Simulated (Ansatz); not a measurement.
**C2H2AlNO: how energies converge with the basis set**

The task here is to estimate one member of a computed series from the others.

Program: Ansatz 0.2.0, Gaussian basis. Level of theory: one geometry, several basis sets. These are calculated values, not measurements.

The runs, in order: PBE0-D4/def2-SVP; ωB97M-V/def2-SVP; PBE0-D4/def2-QZVPP; ωB97M-V/def2-QZVPP; the functionals' def2-TZVPP values are taken from earlier runs.

## The relaxed structure

All runs share one geometry, relaxed beforehand with PBE0-D4 in a triple-zeta def2 set.

SMILES `O=C[C]1=[N][AlH]1`, 7 atoms, charge 0, spin multiplicity 1.

Atoms are counted from 1 here; the program's logs count them from 0.

Bond lengths: O1–C2 1.198 Å, C2–C3 1.497 Å, C2–H6 1.112 Å, C3–N4 1.297 Å, C3–Al5 1.833 Å, N4–Al5 1.841 Å, Al5–H7 1.560 Å. Angles: O1–C2–C3 124.3°, O1–C2–H6 122.7°, C3–C2–H6 112.9°, C2–C3–N4 123.0°, C2–C3–Al5 167.3°, N4–C3–Al5 69.7°, C3–N4–Al5 69.0°, C3–Al5–N4 41.3°, C3–Al5–H7 173.0°, N4–Al5–H7 145.7°.

Set-up of the first run:

The input, in.yaml:

```yaml
crystal:
  periodic: [false, false, false]
  atoms:
    - {symbol: O, position_ang: [-0.889182, -1.513838, 1.626763]}
    - {symbol: C, position_ang: [-0.002469, -0.775300, 1.305255]}
    - {symbol: C, position_ang: [0.033953, -0.009123, 0.019942]}
    - {symbol: N, position_ang: [1.007675, 0.784665, -0.301129]}
    - {symbol: Al, position_ang: [-0.275649, 0.746478, -1.621129]}
    - {symbol: H, position_ang: [0.888310, -0.590473, 1.945264]}
    - {symbol: H, position_ang: [-0.701438, 1.289590, -3.020666]}
basis:
  gaussian: {orbitals: def2-SVP}
hamiltonian: {xc: pbe0, dispersion: d4}
output: {orbitals: {seedname: orbitals}}
```

The run is started by

```bash
$ ansatz run in.yaml --threads 2 --pin off --events-out ev --progress --plain --max-ram 4352MiB
```

Among the steps run: PBE0-D4 in def2-SVP; ωB97M-V in def2-SVP; PBE0-D4 in def2-QZVPP; ωB97M-V in def2-QZVPP.

One table of the session follows, with a row left open; its other results are not shown here.

It belongs to the step «Functionals by basis». 

| functional | basis | HOMO (eV) | LUMO (eV) |
| --- | --- | --- | --- |
| PBE0-D4 | def2-SVP | ? | ? |
| PBE0-D4 | def2-TZVPP | -6.09 | -2.22 |
| PBE0-D4 | def2-QZVPP | -6.13 | -2.25 |
| ωB97M-V | def2-SVP | -8.14 | 0.10 |
| ωB97M-V | def2-TZVPP | -8.26 | -0.09 |
| ωB97M-V | def2-QZVPP | -8.30 | -0.24 |

**Question.** Estimate the row for PBE0-D4, def2-SVP.

The run gave: HOMO (eV): -6.00; LUMO (eV): -2.08. In the column «HOMO (eV)» it is the highest.
